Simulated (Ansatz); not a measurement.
# Ta2Te: one candidate structure

Aim: relax Ta2Te from this start, 2H molybdenite type (P6_3/mmc, No. 194), and see where it ends.

Computed with Ansatz 0.2.0 (DFT PBE, scalar-relativistic, plane waves, PAW, unless a step's input says otherwise).

## 1. Starting point

It takes space group P6_3/mmc (No. 194, hexagonal). Conventional cell: a = 3.331 Å, b = 3.331 Å, c = 12.955 Å, α = 90.00°, β = 90.00°, γ = 120.00°. Ta (site symmetry 3m) is surrounded by 3 Te at 2.49 Å. Te (site symmetry -6m2) is surrounded by 6 Ta at 2.49 Å.

As a file:

```cif
data_structure
_symmetry_space_group_name_H-M 'P6_3/mmc'
_symmetry_Int_Tables_number 194
_cell_length_a 3.3308
_cell_length_b 3.3308
_cell_length_c 12.9553
_cell_angle_alpha 90.000
_cell_angle_beta 90.000
_cell_angle_gamma 120.000
_cell_volume 124.47
loop_
_atom_site_label
_atom_site_type_symbol
_atom_site_symmetry_multiplicity
_atom_site_Wyckoff_symbol
_atom_site_fract_x
_atom_site_fract_y
_atom_site_fract_z
_atom_site_occupancy
Ta1 Ta 4 f 0.33333 0.66667 0.62750 1
Te1 Te 2 c 0.33333 0.66667 0.25000 1
```

## 2. Probe: one point at the start

The input, input.yaml:

```yaml
crystal:
  lattice:
    - [3.3307592767, 0.0, 0.0]
    - [-1.6653796384, 2.8845221476, 0.0]
    - [0.0, 0.0, 12.9552877438]
  atoms:
    - { symbol: Ta, position: [0.3333333333, 0.6666666667, 0.6275] }
    - { symbol: Ta, position: [0.6666666667, 0.3333333333, 0.1275] }
    - { symbol: Ta, position: [0.3333333333, 0.6666666667, 0.8725] }
    - { symbol: Ta, position: [0.6666666667, 0.3333333333, 0.3725] }
    - { symbol: Te, position: [0.3333333333, 0.6666666667, 0.25] }
    - { symbol: Te, position: [0.6666666667, 0.3333333333, 0.75] }
basis:
  ecutwfc: 420
kpoints:
  mp_grid: { grid: [6, 6, 2] }
hamiltonian:
  xc: pbe
scf:
  occupations: { method: gaussian, width: 0.1 }
  lower_state_search: "off"
output:
  forces: true
  stress: true
  eigenvalues: true
```

Started as:

```console
$ ansatz run input.yaml --threads 1 --pin off --max-ram 2560MiB --backend cpu --events-out ev --progress --plain --runs-dir out
```

The log of the run (excerpt; [...] marks lines left out):

```text
Warning: RAYON_NUM_THREADS=1 ignored (pool sized by the plan → 1); use --threads N
[...]
Pseudopotentials: kind: paw
Pseudopotential: Ta, paw, valence charge 13, recommended cutoff 420 eV (normal), Ta.paw.azcp
Pseudopotential: Te, paw, valence charge 16, recommended cutoff 420 eV (normal), Te.paw.azcp
Functional definition: PBE
[...]
Crystal: 6 atoms, lattice volume = 124.470 Å³
Basis set: ecut = 420 eV, 2491 PW (Γ), exchange–correlation on 48×48×180 points (8 copies of the dense FFT grid, shifted against one another)
Bands: 51, of which v1, the nominal top of the filled ones, is band 42 counted from 1 (41 counted from 0)
Symmetry: 24 space group operations
Space group: P63/mmc (ITA 194), of the structure as read, at distance tolerance 5.0e-5 Å
[...]
SCF converged after 7 iterations
Free energy (F): -53679.312838 eV
[...]
E sigma→0 (E₀):  -53679.307896 eV
Entropy (-TS):   -0.009884 eV (-1.647 meV/atom)
Fermi energy:    16.537453 eV
[...]
--- Forces (eV/Å), atoms counted from 1 ---
  atom   1  Ta    -0.00000000     0.00000000    -7.64203586
  atom   2  Ta    -0.00000000     0.00000000    -7.64203586
  atom   3  Ta     0.00000000     0.00000000     7.64203586
  atom   4  Ta     0.00000000     0.00000000     7.64203586
  atom   5  Te     0.00000000     0.00000000    -0.00000000
  atom   6  Te    -0.00000000     0.00000000     0.00000000
[...]
--- Stress (GPa, compression-positive) ---
       29.367457       0.000000       0.000000
        0.000000      29.367457      -0.000000
        0.000000      -0.000000      35.642893
  P = ⅓ Tr σ = 31.4593 GPa (314.593 kbar)
--- Band table (eV; the first three rows and the last of 14) ---
[...]
```

Run time: 5 s. Hardware: 1 thread of Arm Neoverse V2, shared host; peak memory 0.4 GiB.

The probe gives pressure 31.5 GPa, largest force 7.64 eV/Å, gap on this mesh none (metal). Stress or forces are large, so a loose relaxation on a coarse mesh comes first.

## 3. Coarse relaxation

Changes to input.yaml since step 2:

```diff
@@ -25 +25,6 @@
   eigenvalues: true
+relax:
+  adjacent_minimum: "off"
+  f_tol: 0.04
+  max_steps: 70
+  cell: { stress_tol: 0.4 }
```

Started as:

```console
$ ansatz run input.yaml --threads 1 --pin off --max-ram 2560MiB --backend cpu --events-out ev --progress --plain --runs-dir out
```

The log of the run:

```text
Warning: RAYON_NUM_THREADS=1 ignored (pool sized by the plan → 1); use --threads N
Engine: ansatz 0.2.0, aarch64-unknown-linux-gnu
[... 4 set-up lines as earlier in the session ...]
  parameter kappa = 0.804
  parameter beta = 0.06672455060314922
  exchange = pbe_x(kappa = kappa, mu = beta*pi^2/3)
  correlation = pbe_c(beta = beta)
Crystal: 6 atoms, lattice volume = 124.470 Å³
Basis set: ecut = 420 eV, 2491 PW (Γ), exchange–correlation on 48×48×180 points (8 copies of the dense FFT grid, shifted against one another)
Bands: 51, of which v1, the nominal top of the filled ones, is band 42 counted from 1 (41 counted from 0)
[... 2 set-up lines as earlier in the session ...]
k-points: 14 of 72
Non-local potential: Ta, projectors of the file, l = 0: 3, l = 1: 2, l = 2: 2, l = 3: 1
Non-local potential: Te, projectors of the file, l = 0: 2, l = 1: 2, l = 2: 2, l = 3: 2
PAW form: soft (Blöchl's): semilocal exchange-correlation on the pseudo side does not see the compensation charge
PAW one-centre angular grid: Ta, 590 points (default); XC on 64 Gauss nodes
PAW one-centre angular grid: Te, 590 points (default); XC on 64 Gauss nodes
Initial density: superposition of atomic densities (neutral atoms: chi_scale 0, normalization atom), corrected by the library's trained network
Initial wavefunctions: pseudopotential atomic-orbital guess
Functional: x = pbe(κ = 0.804, μ = 0.2195149727645171), c = pbe(β = 0.06672455060314922)
SCF iter   1: F=—  HF=-53679.338404 eV  |F-HF|=—  |Δ(HF+E_count)|=         —  Δρ=8.79e-3  dr2=1.04e-1  ethr=1.77e-3  ⟨swp⟩=6.2  Hψ=2936  notcnv=0
preconditioner: auto → Resta (q_TF=auto, 2.555 Å⁻¹)  ε∞=8.9  [insulator: Δε(μ)=0.106 eV  Ē_g=6.689 eV  σ=0.100 eV  W_gap=0.55  n_scr=40 (ndim 8)  ℏωp=18.8 eV  f_vac=0.000  D(μ)=1.94/eV (n_scr^D=6)  ε∞_Penn≈8.9]
SCF iter   2: F=—  HF=-53679.317545 eV  |F-HF|=—  |Δ(HF+E_count)|=   2.09e-2  Δρ=4.71e-3  dr2=2.59e-2  ethr=1.23e-4  ⟨swp⟩=2.6  Hψ=1330  notcnv=0
SCF iter   3: F=—  HF=-53679.312922 eV  |F-HF|=—  |Δ(HF+E_count)|=   4.62e-3  Δρ=8.87e-4  dr2=7.32e-4  ethr=3.08e-5  ⟨swp⟩=2.0  Hψ=894  notcnv=0
SCF iter   4: F=—  HF=-53679.312845 eV  |F-HF|=—  |Δ(HF+E_count)|=   7.73e-5  Δρ=2.64e-4  dr2=7.55e-5  ethr=8.71e-7  ⟨swp⟩=2.0  Hψ=1226  notcnv=0
SCF iter   5: F=—  HF=-53679.312838 eV  |F-HF|=—  |Δ(HF+E_count)|=   6.65e-6  Δρ=4.19e-5  dr2=2.17e-6  ethr=8.99e-8  ⟨swp⟩=2.9  Hψ=1272  notcnv=0
SCF iter   6: F=—  HF=-53679.312838 eV  |F-HF|=—  |Δ(HF+E_count)|=   1.97e-7  Δρ=1.04e-5  dr2=1.28e-7  ethr=2.58e-9  ⟨swp⟩=2.0  Hψ=1225  notcnv=0
SCF iter   7: F=-53679.312838 eV  HF=-53679.312838 eV  |F-HF|=4.58e-10  |Δ(HF+E_count)|=   4.96e-8  Δρ=1.45e-6  dr2=2.76e-9  ethr=1.19e-10  ⟨swp⟩=9.6  Hψ=2868  notcnv=0
SCF 1 converged in 7 iterations: F = -53679.312838 eV  dr2 = 2.76e-9
relax step   1: F+E_penalty+E_count = -53679.31283828 eV  Δ(F+E_penalty+E_count) = +0.000e0 eV  max|allowed force component| = 7.642e0 eV/Å  Δτ_max = 0.0000 Å  P = +31.459 GPa  Ω = 124.470 Å³  (7 SCF iters, dr2 threshold 1.00e-7 eV, accepted)
Crystal: 6 atoms, lattice volume = 131.879 Å³
Basis set: ecut = 420 eV, 2565 PW (Γ), exchange–correlation on 48×48×180 points (8 copies of the dense FFT grid, shifted against one another)
Initial density: handed on by an earlier stage of this run
Initial wavefunctions: those handed on with the density
SCF iter   1: F=—  HF=-53684.915229 eV  |F-HF|=—  |Δ(HF+E_count)|=         —  Δρ=1.99e-2  dr2=2.84e0  ethr=3.10e-3  ⟨swp⟩=9.3  Hψ=3124  notcnv=0
preconditioner: auto → Kerker (q_TF=auto, 2.531 Å⁻¹)  [metal: Δε(μ)=0.061 eV  Ē_g=5.998 eV  σ=0.100 eV  W_gap=0.32  n_scr=40 (ndim 8)  ℏωp=18.3 eV  f_vac=0.000  D(μ)=2.75/eV (n_scr^D=8)]
SCF iter   2: F=—  HF=-53684.611987 eV  |F-HF|=—  |Δ(HF+E_count)|=   3.03e-1  Δρ=1.28e-2  dr2=1.43e0  ethr=3.10e-3  ⟨swp⟩=1.6  Hψ=849  notcnv=0  defer=4
SCF iter   3: F=—  HF=-53684.313471 eV  |F-HF|=—  |Δ(HF+E_count)|=   2.99e-1  Δρ=2.81e-3  dr2=2.23e-2  ethr=1.71e-3  ⟨swp⟩=3.0  Hψ=1021  notcnv=0  defer=35
SCF iter   4: F=—  HF=-53684.309066 eV  |F-HF|=—  |Δ(HF+E_count)|=   4.40e-3  Δρ=6.44e-4  dr2=1.17e-3  ethr=2.65e-5  ⟨swp⟩=2.3  Hψ=1075  notcnv=0  defer=36
SCF iter   5: F=—  HF=-53684.308816 eV  |F-HF|=—  |Δ(HF+E_count)|=   2.50e-4  Δρ=2.34e-4  dr2=1.04e-4  ethr=1.39e-6  ⟨swp⟩=2.4  Hψ=1041  notcnv=0  defer=36
SCF iter   6: F=—  HF=-53684.308843 eV  |F-HF|=—  |Δ(HF+E_count)|=   2.67e-5  Δρ=7.27e-5  dr2=8.23e-6  ethr=1.24e-7  ⟨swp⟩=2.0  Hψ=1200  notcnv=0  defer=36
SCF iter   7: F=-53684.308843 eV  HF=-53684.308843 eV  |F-HF|=5.15e-8  |Δ(HF+E_count)|=   5.97e-7  Δρ=1.34e-5  dr2=2.59e-7  ethr=7.14e-10  ⟨swp⟩=10.9  Hψ=3849  notcnv=0
the search or the solves at the SCF's close seem to have found levels that the self-consistency loop had missed (the run counts 1). By its estimate they hold under 1e-12 electrons; where the run keeps them, the occupations were computed again with them
SCF 2 converged in 7 iterations: F = -53684.308843 eV  dr2 = 2.59e-7
relax step   2: F+E_penalty+E_count = -53684.30884253 eV  Δ(F+E_penalty+E_count) = -4.996e0 eV  max|allowed force component| = 3.940e0 eV/Å  Δτ_max = 0.1949 Å  P = +0.187 GPa  Ω = 131.879 Å³  energy of the carried Pulay correction = -2.460e-3 eV  (7 SCF iters, dr2 threshold 6.00e-7 eV, accepted)
Crystal: 6 atoms, lattice volume = 124.283 Å³
iter 1 solved again at ethr=2.88e-3 eV; its pass at ethr=3.10e-3 eV (dr2=2.42e0 eV) is discarded
SCF iter   1: F=—  HF=-53687.364011 eV  |F-HF|=—  |Δ(HF+E_count)|=         —  Δρ=1.83e-2  dr2=2.44e0  ethr=2.88e-3  ⟨swp⟩=1.0  Hψ=3983  notcnv=0
preconditioner: auto → Kerker (q_TF=auto, 2.556 Å⁻¹)  [metal: Δε(μ)=0.044 eV  Ē_g=6.009 eV  σ=0.100 eV  W_gap=0.24  n_scr=40 (ndim 8)  ℏωp=18.8 eV  f_vac=0.000  D(μ)=2.85/eV (n_scr^D=8)]
SCF iter   2: F=—  HF=-53687.120798 eV  |F-HF|=—  |Δ(HF+E_count)|=   2.43e-1  Δρ=1.15e-2  dr2=1.14e0  ethr=2.88e-3  ⟨swp⟩=1.2  Hψ=718  notcnv=0
SCF iter   3: F=—  HF=-53686.908184 eV  |F-HF|=—  |Δ(HF+E_count)|=   2.13e-1  Δρ=2.44e-3  dr2=1.94e-2  ethr=1.35e-3  ⟨swp⟩=3.0  Hψ=1118  notcnv=0  defer=26
SCF iter   4: F=—  HF=-53686.904433 eV  |F-HF|=—  |Δ(HF+E_count)|=   3.75e-3  Δρ=7.13e-4  dr2=8.12e-4  ethr=2.31e-5  ⟨swp⟩=2.0  Hψ=927  notcnv=0  defer=27
SCF iter   5: F=—  HF=-53686.904218 eV  |F-HF|=—  |Δ(HF+E_count)|=   2.15e-4  Δρ=2.06e-4  dr2=6.96e-5  ethr=9.66e-7  ⟨swp⟩=2.0  Hψ=900  notcnv=0  defer=27
SCF iter   6: F=—  HF=-53686.904235 eV  |F-HF|=—  |Δ(HF+E_count)|=   1.71e-5  Δρ=4.87e-5  dr2=3.15e-6  ethr=8.28e-8  ⟨swp⟩=2.1  Hψ=837  notcnv=0  defer=27
SCF iter   7: F=-53686.904235 eV  HF=-53686.904235 eV  |F-HF|=8.45e-9  |Δ(HF+E_count)|=   3.45e-7  Δρ=7.68e-6  dr2=5.82e-8  ethr=7.14e-10  ⟨swp⟩=11.7  Hψ=3332  notcnv=0
SCF 3 converged in 7 iterations: F = -53686.904235 eV  dr2 = 5.82e-8
relax step   3: F+E_penalty+E_count = -53686.90423499 eV  Δ(F+E_penalty+E_count) = -2.595e0 eV  max|allowed force component| = 2.199e0 eV/Å  Δτ_max = 0.1947 Å  P = -1.467 GPa  Ω = 124.283 Å³  energy of the carried Pulay correction = +6.378e-5 eV  (7 SCF iters, dr2 threshold 6.00e-7 eV, accepted)
[... 11 lines left out ...]
relax step   4: F+E_penalty+E_count = -53687.43727557 eV  Δ(F+E_penalty+E_count) = -5.330e-1 eV  max|allowed force component| = 1.091e0 eV/Å  Δτ_max = 0.0817 Å  P = -2.904 GPa  Ω = 123.833 Å³  energy of the carried Pulay correction = +2.184e-4 eV  (7 SCF iters, dr2 threshold 6.00e-7 eV, accepted)
[... 11 lines left out ...]
relax step   5: F+E_penalty+E_count = -53687.82484837 eV  Δ(F+E_penalty+E_count) = -3.876e-1 eV  max|allowed force component| = 4.017e-1 eV/Å  Δτ_max = 0.1099 Å  P = +2.258 GPa  Ω = 121.396 Å³  energy of the carried Pulay correction = +1.064e-3 eV  (6 SCF iters, dr2 threshold 6.00e-7 eV, accepted)
[... 11 lines left out ...]
relax step   6: F+E_penalty+E_count = -53687.80248895 eV  Δ(F+E_penalty+E_count) = +2.236e-2 eV  max|allowed force component| = 5.665e-1 eV/Å  Δτ_max = 0.0485 Å  P = +2.116 GPa  Ω = 123.121 Å³  energy of the carried Pulay correction = +4.637e-4 eV  (6 SCF iters, dr2 threshold 6.00e-7 eV, rejected (line search))
[... 12 lines left out ...]
relax step   7: F+E_penalty+E_count = -53687.86016212 eV  Δ(F+E_penalty+E_count) = -3.531e-2 eV  max|allowed force component| = 6.226e-2 eV/Å  Δτ_max = 0.0229 Å  P = +0.429 GPa  Ω = 123.253 Å³  energy of the carried Pulay correction = +4.181e-4 eV  (7 SCF iters, accepted)
[... 13 lines left out ...]
relax step   8: F+E_penalty+E_count = -53687.86111860 eV  Δ(F+E_penalty+E_count) = -9.565e-4 eV  max|allowed force component| = 7.001e-3 eV/Å  Δτ_max = 0.0040 Å  P = -0.025 GPa  Ω = 123.744 Å³  energy of the carried Pulay correction = +2.489e-4 eV  (6 SCF iters, dr2 threshold 5.23e-7 eV, accepted)
Initial wavefunctions: pseudopotential atomic-orbital guess (no wavefunctions were taken with the density)
iter 1 solved again at ethr=2.82e-7 eV; its pass at ethr=3.10e-3 eV (dr2=2.37e-4 eV) is discarded
SCF iter   1: F=—  HF=-53687.860800 eV  |F-HF|=—  |Δ(HF+E_count)|=         —  Δρ=2.68e-4  dr2=2.03e-6  ethr=2.82e-7  ⟨swp⟩=3.2  Hψ=4414  notcnv=0
preconditioner: auto → Resta (q_TF=auto, 2.558 Å⁻¹)  ε∞=10.6  [insulator: Δε(μ)=0.103 eV  Ē_g=6.088 eV  σ=0.100 eV  W_gap=0.53  n_scr=40 (ndim 8)  ℏωp=18.9 eV  f_vac=0.000  D(μ)=3.59/eV (n_scr^D=26)  ε∞_Penn≈10.6]
SCF iter   2: F=—  HF=-53687.861014 eV  |F-HF|=—  |Δ(HF+E_count)|=   2.14e-4  Δρ=1.36e-4  dr2=5.26e-7  ethr=2.42e-9  ⟨swp⟩=2.1  Hψ=887  notcnv=0
iter 3 did not close the SCF: its close was put off for the readings that it lacked (scf_convergence_deferred on its scf_iter line)
SCF iter   3: F=-53687.861088 eV  HF=-53687.861088 eV  |F-HF|=5.38e-10  |Δ(HF+E_count)|=   7.39e-5  Δρ=1.05e-6  dr2=8.75e-10  ethr=6.26e-10  ⟨swp⟩=1.1  Hψ=715  notcnv=0
iter 4 did not close the SCF: its close was put off for the readings that it lacked (scf_convergence_deferred on its scf_iter line)
SCF iter   4: F=-53687.861088 eV  HF=-53687.861088 eV  |F-HF|=2.18e-11  |Δ(HF+E_count)|=  1.67e-10  Δρ=4.13e-7  dr2=1.08e-10  ethr=1.04e-12  ⟨swp⟩=2.2  Hψ=1302  notcnv=0
iter 5 did not close the SCF: its close was put off for the readings that it lacked (scf_convergence_deferred on its scf_iter line)
SCF iter   5: F=-53687.861088 eV  HF=-53687.861088 eV  |F-HF|=1.46e-11  |Δ(HF+E_count)|=  7.28e-12  Δρ=7.12e-8  dr2=4.31e-12  ethr=1.00e-12  ⟨swp⟩=1.0  Hψ=714  notcnv=0
iter 6 did not close the SCF: its close was put off for the readings that it lacked (scf_convergence_deferred on its scf_iter line)
SCF iter   6: F=-53687.861088 eV  HF=-53687.861088 eV  |F-HF|=1.46e-11  |Δ(HF+E_count)|=  2.91e-11  Δρ=1.57e-8  dr2=3.21e-13  ethr=1.00e-12  ⟨swp⟩=1.0  Hψ=714  notcnv=0
SCF iter   7: F=-53687.861088 eV  HF=-53687.861088 eV  |F-HF|=4.37e-11  |Δ(HF+E_count)|=  2.91e-11  Δρ=3.80e-9  dr2=2.27e-14  ethr=1.00e-12  ⟨swp⟩=1.4  Hψ=1554  notcnv=0
SCF 9 converged in 7 iterations: F = -53687.861088 eV  dr2 = 2.27e-14
relax step   9: F+E_penalty+E_count = -53687.86108818 eV  Δ(F+E_penalty+E_count) = +3.041e-5 eV  max|allowed force component| = 7.067e-3 eV/Å  Δτ_max = 0.0000 Å  P = -0.034 GPa  Ω = 123.744 Å³  stress off target by 6.47e-2 GPa  SCF on the basis re-selected at this cell (its energy is not comparable with the rows above)  (7 SCF iters)
basis re-selected at this cell: Δ(F+E_penalty+E_count) = +3.041e-5 eV, ΔP = -0.009 GPa vs the last step (what re-selecting the basis moved, of the pressure what is left beyond the Pulay correction that the steps carried, after the strain that the cell walked since its last selection, with what the two solves' SCF thresholds leave and, on support functions, any second-order correction that the steps lacked; it is no measure of the basis error at this ecutwfc). This SCF's stress stands 6.47e-2 GPa from its target on what of the cell is left free (relax.cell.stress_tol is 4.00e-1 GPa) and its largest allowed force component is 7.07e-3 eV/Å (relax.f_tol is 4.00e-2 eV/Å): within both
SCF converged after 7 iterations
Free energy (F): -53687.861088 eV
Harris-Foulkes:  -53687.861088 eV  (|F-HF|=4.37e-11)
Internal energy: -53687.843129 eV  (E = F + TS)
E sigma→0 (E₀):  -53687.852109 eV
Entropy (-TS):   -0.017959 eV (-2.993 meV/atom)
Fermi energy:    16.823589 eV
--- Per-component energies (eV) ---
  E_band       = -837.713604
  E_kinetic    = 1825.583400
  E_local      = -4188.804212  (includes V_loc(G=0)·N_el)
  E_nonlocal   = -560.910634
  E_hartree    = 2162.603113
  E_xc         = -1122.766780
  E_vxc        = -1025.387890  (∫ρ·V_xc dr)
  E_paw        = -42912.294279  (= ΣΔE_a)
  E_vpaw       = -1213.400719  (= ΣTr[D̂ρ^β])
  E_aug_tail   = 0.000220  (compensation charges beyond the density's cutoff)
  E_ewald      = -8891.253957
  E_smearing   = -0.017959  (= −TS)
  E_closure    = 0.000000  (closes the sum)
  Σ components = -53687.861088   (vs F -53687.861088, Δ=0.00e0)
--- Forces (eV/Å), atoms counted from 1 ---
  atom   1  Ta    -0.00000000     0.00000000    -0.00706666
  atom   2  Ta     0.00000000    -0.00000000    -0.00706666
  atom   3  Ta    -0.00000000     0.00000000     0.00706666
  atom   4  Ta     0.00000000    -0.00000000     0.00706666
  atom   5  Te     0.00000000    -0.00000000    -0.00000000
  atom   6  Te    -0.00000000     0.00000000     0.00000000
  max |Σ_I F_I| component: 3.70e-17 eV/Å
--- Stress (GPa, compression-positive) ---
       -0.064674       0.000000       0.000000
        0.000000      -0.064674      -0.000000
        0.000000      -0.000000       0.026808
  P = ⅓ Tr σ = -0.0342 GPa (-0.342 kbar)
--- Band table (eV; the first three rows and the last of 14) ---
  k-point 0: bands = ["-51.0490", "-51.0489", "-50.9573", "-50.9572", "-20.7869", "-20.7869", "-20.7869", "-20.7869", "-20.7737", "-20.7736", "-20.7675", "-20.7675", "-20.7674", "-20.7674", "-17.8955", "-17.8837", "-17.4984", "-17.4984", "-17.4966", "-17.4966", "-17.2864", "-17.2864", "-17.2847", "-17.2847", "-17.2749", "-17.2613", "2.5776", "2.7238", "8.7914", "10.1864", "11.5862", "13.1228", "14.8826", "15.2444", "15.4759", "15.4759", "16.2820", "16.2820", "16.3172", "16.3172", "16.4149", "16.4149", "16.5974", "16.5974", "18.2543", "18.7900", "18.8268", "18.8268", "19.0060", "19.0060", "20.3609"]
  k-point 1: bands = ["-51.0490", "-51.0490", "-50.9573", "-50.9573", "-20.7869", "-20.7869", "-20.7869", "-20.7869", "-20.7737", "-20.7737", "-20.7675", "-20.7675", "-20.7675", "-20.7675", "-17.8897", "-17.8897", "-17.4975", "-17.4975", "-17.4975", "-17.4975", "-17.2855", "-17.2855", "-17.2855", "-17.2855", "-17.2680", "-17.2680", "2.6487", "2.6487", "9.3165", "9.3165", "12.5632", "12.5632", "14.9895", "14.9895", "15.7164", "15.7164", "15.7164", "15.7164", "16.3590", "16.3590", "16.3590", "16.3590", "17.5762", "17.5762", "17.5762", "17.5762", "18.5118", "18.5118", "19.9764", "19.9764", "19.9764"]
  k-point 2: bands = ["-51.0409", "-51.0408", "-50.9600", "-50.9599", "-20.7882", "-20.7880", "-20.7781", "-20.7781", "-20.7728", "-20.7724", "-20.7689", "-20.7689", "-20.7688", "-20.7688", "-17.8778", "-17.8652", "-17.6055", "-17.6027", "-17.5265", "-17.5237", "-17.3260", "-17.3236", "-17.2873", "-17.2846", "-17.2431", "-17.2307", "3.0063", "3.1162", "9.4172", "10.5723", "12.0595", "13.5083", "14.2134", "14.4719", "14.7127", "14.9455", "15.4683", "15.8352", "15.8912", "16.3698", "16.5607", "16.6084", "16.7273", "16.7651", "16.8685", "18.1735", "18.5255", "18.7412", "18.8000", "19.0918", "20.2278"]
  k-point 13: bands = ["-50.9911", "-50.9911", "-50.9910", "-50.9910", "-20.7836", "-20.7836", "-20.7806", "-20.7806", "-20.7704", "-20.7704", "-20.7663", "-20.7663", "-20.7552", "-20.7552", "-17.8130", "-17.8130", "-17.8046", "-17.8046", "-17.7288", "-17.7288", "-17.3685", "-17.3685", "-17.2861", "-17.2861", "-17.2771", "-17.2771", "5.4259", "5.4259", "10.8452", "10.8452", "11.0332", "11.0332", "12.2419", "12.2419", "14.5529", "14.5529", "14.7746", "14.7746", "15.6962", "15.6962", "15.7018", "15.7018", "18.1670", "18.1670", "18.4020", "18.4020", "19.5685", "19.5685", "19.5784", "19.5784", "20.2111"]
--- Relaxed structure (8 steps of the walk, 7 accepted, 1 SCFs on fresh bases) ---
  F+E_penalty+E_count = -53687.86108818 eV   max|allowed force component| = 7.067e-3 eV/Å   (the final SCF, on the basis selected at the relaxed cell)
  cell:  # Å, volume = 123.7442 Å³
    - [3.3761635477539467, 2.9261019167927886e-11, -1.1561219730736678e-18]
    - [-1.6880817739023142, 2.923843399671284, 5.780609865455143e-19]
    - [-4.496840384908441e-18, 1.4533727086304355e-32, 12.53566012432025]
  atoms:
    - { symbol: Ta, position: [0.33333333333333326, 0.6666666666666666, 0.5805573298214968] }
    - { symbol: Ta, position: [0.6666666666666666, 0.3333333333333333, 0.08055732982149708] }
    - { symbol: Ta, position: [0.33333333333333326, 0.6666666666666666, 0.9194426701785029] }
    - { symbol: Ta, position: [0.6666666666666666, 0.3333333333333333, 0.4194426701785028] }
    - { symbol: Te, position: [0.33333333333333326, 0.6666666666666666, 0.24999999999999997] }
    - { symbol: Te, position: [0.6666666666666666, 0.3333333333333333, 0.7499999999999999] }
```

It took 50 s on 1 thread of Arm Neoverse V2, shared host; peak memory 0.42 GiB.

The steps of the relaxation:

| step | E - E(step 1) (eV/cell) | largest force component (eV/Å) | pressure (GPa) | volume (Å³) |
| --- | --- | --- | --- | --- |
| 1 | 0.0000 | 7.6420 | 31.46 | 124.47 |
| 2 | -4.9960 | 3.9400 | 0.19 | 131.88 |
| 3 | -7.5914 | 2.1995 | -1.47 | 124.28 |
| 4 | -8.1244 | 1.0905 | -2.90 | 123.83 |
| 5 | -8.5120 | 0.4017 | 2.26 | 121.40 |
| 6 | -8.4897 | 0.5665 | 2.12 | 123.12 |
| 7 | -8.5473 | 0.0623 | 0.43 | 123.25 |
| 8 | -8.5483 | 0.0070 | -0.02 | 123.74 |
| 9 | -8.5482 | 0.0071 | -0.03 | 123.74 |

Step 1 is the start. Step 9 repeats the geometry before it on a plane-wave basis chosen anew for that cell, so its energy need not be comparable with the rows above. Step 6 was tried and not accepted.

|  | before | after | change |
| --- | --- | --- | --- |
| a (Å) | 3.331 | 3.376 | +1.4 % |
| b (Å) | 3.331 | 3.376 | +1.4 % |
| c (Å) | 12.955 | 12.536 | -3.2 % |
| volume (Å³/atom) | 20.74 | 20.62 | -0.6 % |
| shortest distance (Å) | 2.493 | 2.807 | +12.6 % |
| space group (0.01 Å) | P6_3/mmc | P6_3/mmc | same |

The run keeps the 24 symmetry operations of the start, so it could not have lowered the symmetry.

(Part 1 of 2 ends here.)
